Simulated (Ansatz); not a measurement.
# TaGe: from the start to rest, part 2 of 2

The start is TaGe, a structure type of another compound, with these elements put in. Where does it settle when we relax cell and atoms, and what is it like there?

Ansatz 0.2.0; DFT, r2SCAN, spin-orbit coupling, plane waves, PAW. Relaxing cell and atoms. The steps go on from the part before.

## 7. Results

This closing draws on all 2 parts.

| quantity | value |
| --- | --- |
| moves | 8 |
| energy gained | 565.5 meV/atom |
| largest move | 0.00 Å |
| space group (0.01 Å), before / after | I4_1/amd / I4_1/amd |
| cell | a = 3.861 Å, b = 3.861 Å, c = 5.201 Å, α = 68.21°, β = 68.21°, γ = 90.00° |
| volume | 16.50 Å³/atom (+0.4 %) |
| pressure at the end | 0.02 GPa |
| formation energy (elements from separate runs) | 0.04 eV/atom |
| character | metal |
| density of states, mean within 0.25 eV of the Fermi level | 3 per eV per cell |
| Bader charges | Ta +0.71, Ge -0.71 e |
| moments | none |

**Reading.** The volume grew by 0.4 %, and the atoms end where they began within the cell; the energy fell by 565.5 meV per atom. The shape changed more than that tells: the edges moved by +14, +14, -17 %. With 16 symmetry operations imposed, the end may be a saddle point towards distortions that break them. It is a metal; within 0.25 eV of the Fermi level the density of states averages 3 per eV per cell, mostly Ta d (75 %) and Ge p (13 %). Ta loses most charge (+0.71 e on average) and Ge gains most (-0.71 e). Against the elements' reference phases (Ta bcc, Ge diamond; separate runs with the same functional) the formation energy is 0.04 eV per atom, so at this geometry it is not bound against them.
